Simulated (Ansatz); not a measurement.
# ClH3Si: the cost of one run

Method: PBE0-D4/def2-TZVP structures, single points in def2-TZVPP, no counterpoise correction; program: Ansatz 0.2.0, Gaussian basis.

Levels: SPW92, PBE-D4, BLYP-D4, r2SCAN-D4, B97M-V, PBE0-D4, B3LYP-D4, r2SCAN0-D4, BHLYP-D4, CAM-B3LYP-D4, wB97X-V, wB97M-V, B2PLYP, PBE-QIDH, RPA on PBE, Hartree-Fock, MP2, CCSD, CCSD(T).

Cores are frozen in the correlated methods. B3LYP uses VWN-RPA correlation. B2PLYP carries no dispersion term here.

56 further runs of the same task are left out: 56 set aside as unsound or not needed. Runs told in other sessions of the task aren't counted.

## 1. Where the work starts

The complex: 8 atoms, charge 0, spin multiplicity 1.

Atoms are counted from 1 here; the program's logs count them from 0.

Bond lengths: Si1–Cl3 2.076 Å, Si1–H6 1.478 Å, Si1–H7 1.478 Å, Si1–H8 1.479 Å, Si2–Cl4 2.085 Å, Si2–Cl5 2.085 Å. Angles: Cl3–Si1–H6 107.9°, Cl3–Si1–H7 107.9°, Cl3–Si1–H8 106.3°, H6–Si1–H7 111.7°, H6–Si1–H8 111.4°, H7–Si1–H8 111.4°, Cl4–Si2–Cl5 101.3°.

Geometry (Å):

```xyz
8
Cl3H3Si2
Si   -0.0242   -0.3905    1.5807
Si   -0.4626    0.9565   -1.6704
Cl    1.0185   -1.0473   -0.0896
Cl   -1.0785   -0.4466   -3.0840
Cl    1.2695    1.7014   -2.5595
H    -1.4651   -0.5968    1.3253
H     0.2956    1.0381    1.7823
H     0.4469   -1.2149    2.7153
```

Its parts: SiH₃Cl holds atoms 1, 3, 6, 7, 8; SiCl₂ holds atoms 2, 4, 5. Each part counts its atoms afresh in its own runs.

## 2. Relaxing SiH₃Cl alone

The input, relax-a/in.yaml:

```yaml
crystal:
  periodic: [false, false, false]
  atoms:
    - {symbol: Si, position_ang: [-0.024210, -0.390529, 1.580679]}
    - {symbol: Cl, position_ang: [1.018467, -1.047272, -0.089644]}
    - {symbol: H, position_ang: [-1.465124, -0.596816, 1.325334]}
    - {symbol: H, position_ang: [0.295586, 1.038093, 1.782276]}
    - {symbol: H, position_ang: [0.446851, -1.214906, 2.715265]}
basis:
  gaussian: {orbitals: def2-TZVP}
hamiltonian: {xc: pbe0, dispersion: d4}
relax: {f_tol: 0.005, max_steps: 200}
```

Started as:

```sh
$ ansatz run in.yaml --threads 8 --pin off --events-out ev --progress --plain --max-ram 19148MiB
```

**Question.** How long does this run take on 8 threads of Intel Xeon Platinum 8259CL at 2.50GHz, shared host?

About 1.5 s.
